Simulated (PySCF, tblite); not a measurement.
# C5H7P3Si: geometry, infrared bands and NMR shifts

Aim: predict the infrared bands and NMR shifts of C5H7P3Si (`C=Cc1pcpc([SiH3])p1`).

Computed with tblite 0.8.0 and PySCF 2.14.0, with density-fitted response routines of our own, on a single molecule in the gas phase. Atoms count from 0, in the outputs and in this text.

### Step 1. The molecule as given

16 atoms, charge 0, multiplicity 1; geometry from: force field or distance geometry start.

Bonds of the start (Å): C0–C1 1.31, C1–C2 1.47, C2–P3 1.72, P3–C4 1.75, C4–P5 1.74, P5–C6 1.73, C6–Si7 1.83, C6–P8 1.75, P8–C2 1.75, C0–H9 1.07, C0–H10 1.10, C1–H11 1.09, C4–H12 1.09, Si7–H13 1.49, Si7–H14 1.45, Si7–H15 1.45.

### Step 2. Relaxing the molecule with GFN2-xTB

The job: settings as JSON, then the geometry in Å.

```
{"job": {"kind": "relax", "xc": "GFN2-xTB", "basis": "xTB"}, "charge": 0, "multiplicity": 1}
C     -3.604600    -0.497200    -0.480100
C     -2.369200    -0.927900    -0.482900
C     -1.224700    -0.078200    -0.131300
P     -1.338300     1.591000     0.286700
C      0.123800     2.460500     0.679200
P      1.689100     1.711800     0.623900
C      1.807300     0.043800     0.190000
Si     3.399900    -0.845700     0.117000
P      0.346800    -0.842000    -0.182000
H     -3.924900     0.493100    -0.242500
H     -4.384200    -1.220300    -0.748300
H     -2.175800    -1.970000    -0.727200
H      0.108500     3.510500     0.958600
H      3.225400    -1.972200    -0.835900
H      3.830400    -1.415300     1.375200
H      4.483000    -0.032900    -0.411800
```

Launch:

```bash
OMP_NUM_THREADS=1 python probes_run.py task.json out
```

The driver reads the jobs from task.json and runs them one after another.

**Question.** This job is followed by: GFN2-xTB harmonic vibrations, gas phase; GIAO PBE0/pcSseg-1 NMR shielding, non-relativistic, gas phase. Predict these results of the whole session: strongest single infrared mode (GFN2-xTB); zero-point energy (GFN2-xTB); 13C shifts against TMS (PBE0/pcSseg-1); 1H shifts against TMS (PBE0/pcSseg-1, means over atoms taken as alike); 31P shifts against H3PO4 (PBE0/pcSseg-1); 29Si shifts against TMS (PBE0/pcSseg-1).

The runs gave:

| quantity | value |
| --- | --- |
| strongest single infrared mode (GFN2-xTB) | 786 cm⁻¹, 552 km/mol |
| zero-point energy (GFN2-xTB) | 59.9 kcal/mol |
| 13C shifts against TMS (PBE0/pcSseg-1) | 203.6, 197.9, 186.6, 151.5, 119.7 ppm |
| 1H shifts against TMS (PBE0/pcSseg-1, means over atoms taken as alike) | 11.01, 7.86, 7.74, 5.77, 5.02 ppm |
| 31P shifts against H3PO4 (PBE0/pcSseg-1) | 297.0, 290.0, 248.3 ppm |
| 29Si shifts against TMS (PBE0/pcSseg-1) | -61.9 ppm |

In words: Over 42 steps the energy fell by 1.026 eV; of the close pairs, C6–Si7 changed most, 1.826 to 1.906 Å. The lowest mode is slightly imaginary (20i cm⁻¹), a soft motion within the noise of the Hessian, so the minimum is not strictly shown. The strongest single mode, at 786 cm⁻¹, is spread over several atoms, H14, H15, H13 among them. Unscaled tight-binding wavenumbers are off by several per cent, some by more. Its intensities can rank the bands wrongly. NICS(1)zz of -20 ppm above the planar ring from C2 marks a diatropic (aromatic) ring current.
